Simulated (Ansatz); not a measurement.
# LiLu12: the cost of one run

Program: Ansatz 0.2.0. Level of theory: DFT PBE, plane waves, PAW, scalar-relativistic, no spin polarisation. These are calculated values, not measurements.

## Step 1: The starting structure

The cell holds 13 atoms (LiLu12): a = 7.020 Å, b = 10.530 Å, c = 5.563 Å, α = 90.00°, β = 90.00°, γ = 120.00°.

Structure file:

```cif
data_structure
_symmetry_space_group_name_H-M 'P 1'
_symmetry_Int_Tables_number 1
_cell_length_a 7.0200
_cell_length_b 10.5300
_cell_length_c 5.5633
_cell_angle_alpha 90.000
_cell_angle_beta 90.000
_cell_angle_gamma 120.000
_cell_volume 356.15
loop_
_atom_site_label
_atom_site_type_symbol
_atom_site_fract_x
_atom_site_fract_y
_atom_site_fract_z
_atom_site_occupancy
Lu1 Lu 0.00000 0.00000 0.00000 1
Lu2 Lu 0.16667 0.22222 0.50000 1
Lu3 Lu 0.00000 0.33333 0.00000 1
Lu4 Lu 0.16667 0.55556 0.50000 1
Lu5 Lu 0.00000 0.66667 0.00000 1
Lu6 Lu 0.16667 0.88889 0.50000 1
Lu7 Lu 0.50000 0.00000 0.00000 1
Lu8 Lu 0.66667 0.22222 0.50000 1
Lu9 Lu 0.50000 0.33333 0.00000 1
Lu10 Lu 0.66667 0.55556 0.50000 1
Lu11 Lu 0.50000 0.66667 0.00000 1
Lu12 Lu 0.66667 0.88889 0.50000 1
Li1 Li 0.83067 0.11521 0.23858 1
```

## Step 2: Relaxing the start

The input, input.yaml:

```yaml
crystal:
  lattice:
    - [7.02, 0.0, 0.0]
    - [-5.265, 9.119248, 0.0]
    - [0.0, 0.0, 5.56335]
  atoms:
    - { symbol: Lu, position: [0.0, 0.0, 0.0] }
    - { symbol: Lu, position: [0.1666667, 0.2222222, 0.5] }
    - { symbol: Lu, position: [0.0, 0.3333333, 0.0] }
    - { symbol: Lu, position: [0.1666667, 0.5555556, 0.5] }
    - { symbol: Lu, position: [0.0, 0.6666667, 0.0] }
    - { symbol: Lu, position: [0.1666667, 0.8888889, 0.5] }
    - { symbol: Lu, position: [0.5, 0.0, 0.0] }
    - { symbol: Lu, position: [0.6666667, 0.2222222, 0.5] }
    - { symbol: Lu, position: [0.5, 0.3333333, 0.0] }
    - { symbol: Lu, position: [0.6666667, 0.5555556, 0.5] }
    - { symbol: Lu, position: [0.5, 0.6666667, 0.0] }
    - { symbol: Lu, position: [0.6666667, 0.8888889, 0.5] }
    - { symbol: Li, position: [0.8306722, 0.1152098, 0.23858] }
basis:
  ecutwfc: 420.0
kpoints:
  mp_grid: { grid: [3, 2, 3] }
hamiltonian:
  xc: pbe
scf:
  occupations: { method: fermi_dirac, width: 0.05 }
  lower_state_search: "off"
relax:
  f_tol: 0.08
  max_steps: 25
  adjacent_minimum: "off"
```

On the command line:

```
$ ansatz run input.yaml --threads 4 --pin off --max-ram 10240MiB --backend cpu --events-out ev --progress --plain --runs-dir out
```

**Question.** How long does this run take on 4 threads of Intel Xeon 6975P-C (Granite Rapids), shared host, and how much memory does it need?

About 1.9 min, with a peak of 1.7 GiB.
